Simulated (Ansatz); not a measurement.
**Br2HInO: how energies converge with the basis set**

How large a basis does Br2HInO need? Two functionals are run in growing sets.

Computed with Ansatz 0.2.0, Gaussian basis. Level: one geometry, several basis sets.

Plan: PBE0-D4/def2-SVP; ωB97M-V/def2-SVP; PBE0-D4/def2-QZVPP; ωB97M-V/def2-QZVPP; the functionals' def2-TZVPP values are taken from earlier runs.

**1. The geometry**

All runs share one geometry, relaxed beforehand with PBE0-D4 in a triple-zeta def2 set. In takes the def2 core potential; no spin-orbit term is included.

SMILES `[OH][In]([Br])[Br]`, 5 atoms, charge 0, spin multiplicity 1.

Atoms are counted from 1 here; the program's logs count them from 0.

Bond lengths: O1–In2 1.964 Å, O1–H5 0.962 Å, In2–Br3 2.448 Å, In2–Br4 2.431 Å. Angles: In2–O1–H5 111.8°, O1–In2–Br3 119.2°, O1–In2–Br4 119.0°, Br3–In2–Br4 121.7°.

**2. PBE0-D4 in def2-SVP**

Input file in.yaml:

```yaml
crystal:
  periodic: [false, false, false]
  atoms:
    - {symbol: O, position_ang: [-0.236193, 1.558027, -0.040815]}
    - {symbol: In, position_ang: [-0.118032, -0.400281, -0.123998]}
    - {symbol: Br, position_ang: [1.736777, -1.535137, 1.001007]}
    - {symbol: Br, position_ang: [-1.820545, -1.634214, -1.343238]}
    - {symbol: H, position_ang: [0.487894, 1.937903, 0.465545]}
basis:
  gaussian: {orbitals: def2-SVP}
hamiltonian: {xc: pbe0, dispersion: d4}
output: {orbitals: {seedname: orbitals}}
```

On the command line:

```
> ansatz run in.yaml --threads 4 --pin off --events-out ev --progress --plain --max-ram 10444MiB
```

After this run come: ωB97M-V in def2-SVP; PBE0-D4 in def2-QZVPP; ωB97M-V in def2-QZVPP.

**Question.** What will the summary of the whole plan be? Wanted: PBE0-D4: double and triple zeta above quadruple; ωB97M-V: double and triple zeta above quadruple.

As calculated:

| quantity | value |
| --- | --- |
| PBE0-D4: double and triple zeta above quadruple | 23.05, 3.03 eV |
| ωB97M-V: double and triple zeta above quadruple | 22.90, 2.92 eV |

In words: PBE0-D4 gains 20.01 eV from double to triple zeta, then 3.03 eV more. Total energies overstate the basis error of differences, where much of it tends to cancel.
